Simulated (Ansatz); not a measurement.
**C₂H₃GaS: small, medium and large basis sets**

The task here is to estimate one member of a computed series from the others.

The runs use Ansatz 0.2.0, Gaussian basis; one geometry, several basis sets.

The runs, in order: PBE0-D4/def2-SVP; ωB97M-V/def2-SVP; PBE0-D4/def2-QZVPP; ωB97M-V/def2-QZVPP; the functionals' def2-TZVPP values are taken from earlier runs.

### The relaxed structure

All runs share one geometry, relaxed beforehand with PBE0-D4 in a triple-zeta def2 set.

7 atoms, charge 0, spin multiplicity 1.

Atoms are counted from 1 here; the program's logs count them from 0.

Bond lengths: C1–C2 1.323 Å, C1–H5 1.084 Å, C1–H6 1.087 Å, C2–S3 1.805 Å, C2–Ga4 1.891 Å, S3–Ga4 2.208 Å, Ga4–H7 1.530 Å. Angles: C2–C1–H5 120.7°, C2–C1–H6 121.7°, H5–C1–H6 117.6°, C1–C2–S3 132.0°, C1–C2–Ga4 154.7°, S3–C2–Ga4 73.3°, C2–S3–Ga4 55.1°, C2–Ga4–S3 51.5°, C2–Ga4–H7 168.0°, S3–Ga4–H7 140.4°.

The first run:

The input, in.yaml:

```yaml
crystal:
  periodic: [false, false, false]
  atoms:
    - {symbol: C, position_ang: [-0.059066, 1.118425, 0.886405]}
    - {symbol: C, position_ang: [-0.100097, 0.010658, 0.163838]}
    - {symbol: S, position_ang: [-1.007818, -1.534718, 0.374288]}
    - {symbol: Ga, position_ang: [0.371572, -1.097501, -1.293564]}
    - {symbol: H, position_ang: [0.562585, 1.953744, 0.585089]}
    - {symbol: H, position_ang: [-0.641259, 1.228029, 1.797714]}
    - {symbol: H, position_ang: [0.935385, -1.746737, -2.559370]}
basis:
  gaussian: {orbitals: def2-SVP}
hamiltonian: {xc: pbe0, dispersion: d4}
output: {orbitals: {seedname: orbitals}}
```

Launch:

```console
$ ansatz run in.yaml --threads 2 --pin off --events-out ev --progress --plain --max-ram 4352MiB
```

Among the steps run: PBE0-D4 in def2-SVP; ωB97M-V in def2-SVP; PBE0-D4 in def2-QZVPP; ωB97M-V in def2-QZVPP.

One table of the session follows, with a row left open; its other results are not shown here.

It belongs to the step «Functionals by basis». 

```
functional       basis  HOMO (eV)  LUMO (eV)
   PBE0-D4    def2-SVP      -6.27      -1.65
   PBE0-D4  def2-TZVPP      -6.34      -1.77
   PBE0-D4  def2-QZVPP      -6.37      -1.81
   ωB97M-V    def2-SVP      -8.28       0.13
   ωB97M-V  def2-TZVPP      -8.38      -0.03
   ωB97M-V  def2-QZVPP          ?          ?
```

Q: Estimate the row for ωB97M-V, def2-QZVPP from the others.

As computed: HOMO (eV): -8.40; LUMO (eV): -0.15. In the column «HOMO (eV)» it is the lowest.
